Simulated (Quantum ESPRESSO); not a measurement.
AlBN in Quantum ESPRESSO: the effect of target pressure

AlBN:

```
CELL_PARAMETERS angstrom
2.64562 0.00000 0.00000
0.00000 2.64562 0.00000
0.00000 0.00000 5.40264
ATOMIC_POSITIONS crystal
Al 0.50000 0.50000 0.00000
B 0.50000 0.50000 0.50000
N 0.00000 0.00000 0.00000
```

The cell was built by a generator and needn't be a form met in nature.

Alike in all runs:

- Program: Quantum ESPRESSO 7.5
- Task: phonons
- Functional: PBEsol
- Potentials or basis: GBRV 1.5 PBEsol
- Cutoff: 612 eV
- Density cutoff: 4898 eV
- k mesh: 8 × 8 × 4, shifted
- Occupations: fermi-dirac, width 0.05 eV
- Spin: no spin polarisation

Each run relaxes the cell or the atoms first.

| target pressure | relaxed volume (Å³/atom) | highest phonon frequency (cm⁻¹) |
| --- | --- | --- |
| -3 GPa | 13.99 | 785 |
| 0 GPa | 12.30 | 790 |
| 3 GPa | 11.49 | 785 |
| 8 GPa | ? | ? |
| 15 GPa | 10.27 | 798 |

Question: What does the run with target pressure 8 GPa give?

Answer: Relaxed volume 10.71 Å³/atom; highest phonon frequency 761 cm⁻¹.

Worked out: A parabola through the other rows of the relaxed volume, of slope -0.128 Å³/atom per GPa there, gives 10.27 Å³/atom, against the run's 10.71. The highest phonon frequency follows no smooth curve through the other rows.

Caveats: the mesh is thin for the phonons of a metal; some modes are imaginary; the layers were relaxed without a dispersion term, so their spacing and the soft interlayer modes are unreliable; the cell is more than 3 GPa from zero pressure, which shifts response properties (some runs); the volume moved by over 15 % at a fixed basis, so the end points are rough (some runs); this functional lacks dispersion, which binds the layers, so the pressure and a relaxed spacing across them are unreliable (some runs).
